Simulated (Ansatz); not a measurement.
# ClFH11N2Si3: the cost of one run

Program: Ansatz 0.2.0, Gaussian basis. Level of theory: PBE0-D4, def2-SVP first, then def2-TZVP. These are calculated values, not measurements.

190 further runs of the same task are left out: 190 set aside as unsound or not needed.

## (1) Where the work starts

The guess: 18 atoms, charge 0, spin multiplicity 2.

Atoms are counted from 1 here; the program's logs count them from 0.

Bond lengths: Si1–N2 1.844 Å, Si1–N4 1.719 Å, Si1–H6 1.466 Å, N2–Si3 1.797 Å, N2–H9 1.155 Å, N2–H11 1.017 Å, Si3–H12 1.453 Å, Si3–H13 1.464 Å, Si3–H14 1.460 Å, N4–Si5 1.736 Å, N4–H15 1.009 Å, Si5–H16 1.466 Å, Si5–H17 1.469 Å, Si5–H18 1.460 Å, H7–Cl8 1.357 Å. Angles: N2–Si1–N4 106.2°, N2–Si1–H6 102.4°, N4–Si1–H6 109.1°, Si1–N2–Si3 120.3°, Si1–N2–H9 107.8°, Si1–N2–H11 108.4°, Si3–N2–H9 106.3°, Si3–N2–H11 111.0°, H9–N2–H11 101.4°, N2–Si3–H12 105.7°, N2–Si3–H13 107.3°, N2–Si3–H14 104.0°, H12–Si3–H13 112.9°, H12–Si3–H14 115.0°, H13–Si3–H14 111.1°, Si1–N4–Si5 129.1°, Si1–N4–H15 114.5°, Si5–N4–H15 115.9° and more.

As a file:

```
Si    0.0293   -0.4147    1.3237
N     1.4792    0.1130    0.3133
Si    1.5912   -0.3459   -1.4200
N    -1.3627   -0.0976    0.3661
Si   -2.4410   -1.2190   -0.4041
H     0.2236   -1.8649    1.4211
H     0.4914    2.6925    1.3955
Cl   -0.5278    2.4592    2.2598
H     1.5318    1.2658    0.3477
F     1.5672    2.5835    0.4469
H     2.3276   -0.1414    0.8131
H     0.5245    0.3799   -2.0889
H     1.4267   -1.7987   -1.4964
H     2.9421    0.0515   -1.8051
H    -1.6521    0.8686    0.3567
H    -2.9184   -2.1892    0.5856
H    -1.7024   -1.9246   -1.4598
H    -3.5301   -0.4181   -0.9553
```

Distances that are to change: Si1–Cl8 3.07 Å, H7–F10 1.44 Å, N2–H9 1.15 Å, Si1–N2 1.84 Å, H7–Cl8 1.36 Å, H9–F10 1.32 Å.

## (2) Relaxing the guess with the reacting distances held

Input file hold/in.yaml:

```yaml
crystal:
  periodic: [false, false, false]
  atoms:
    - {symbol: Si, position_ang: [0.029300, -0.414700, 1.323700]}
    - {symbol: N, position_ang: [1.479200, 0.113000, 0.313300]}
    - {symbol: Si, position_ang: [1.591200, -0.345900, -1.420000]}
    - {symbol: N, position_ang: [-1.362700, -0.097600, 0.366100]}
    - {symbol: Si, position_ang: [-2.441000, -1.219000, -0.404100]}
    - {symbol: H, position_ang: [0.223600, -1.864900, 1.421100]}
    - {symbol: H, position_ang: [0.491400, 2.692500, 1.395500]}
    - {symbol: Cl, position_ang: [-0.527800, 2.459200, 2.259800]}
    - {symbol: H, position_ang: [1.531800, 1.265800, 0.347700]}
    - {symbol: F, position_ang: [1.567200, 2.583500, 0.446900]}
    - {symbol: H, position_ang: [2.327600, -0.141400, 0.813100]}
    - {symbol: H, position_ang: [0.524500, 0.379900, -2.088900]}
    - {symbol: H, position_ang: [1.426700, -1.798700, -1.496400]}
    - {symbol: H, position_ang: [2.942100, 0.051500, -1.805100]}
    - {symbol: H, position_ang: [-1.652100, 0.868600, 0.356700]}
    - {symbol: H, position_ang: [-2.918400, -2.189200, 0.585600]}
    - {symbol: H, position_ang: [-1.702400, -1.924600, -1.459800]}
    - {symbol: H, position_ang: [-3.530100, -0.418100, -0.955300]}
basis:
  gaussian: {orbitals: def2-SVP}
magnetization: {spin_polarized: true, initial_magnetization: 1}
hamiltonian: {xc: pbe0, dispersion: d4}
relax: {f_tol: 0.04, max_steps: 150, escape_saddle: false, constraints: [{distance: [0, 7]}, {distance: [6, 9]}, {distance: [1, 8]}, {distance: [0, 1]}, {distance: [6, 7]}, {distance: [8, 9]}]}
```

The run is started by

```sh
ansatz run in.yaml --threads 4 --pin off --events-out ev --progress --plain --max-ram 66560MiB --backend cuda --devices 0, --max-vram 37GiB
```

**Question.** How long does this run take on 1 × a share of an NVIDIA H100 with 4 threads of AMD EPYC 7R13, shared host?

About 71 s.
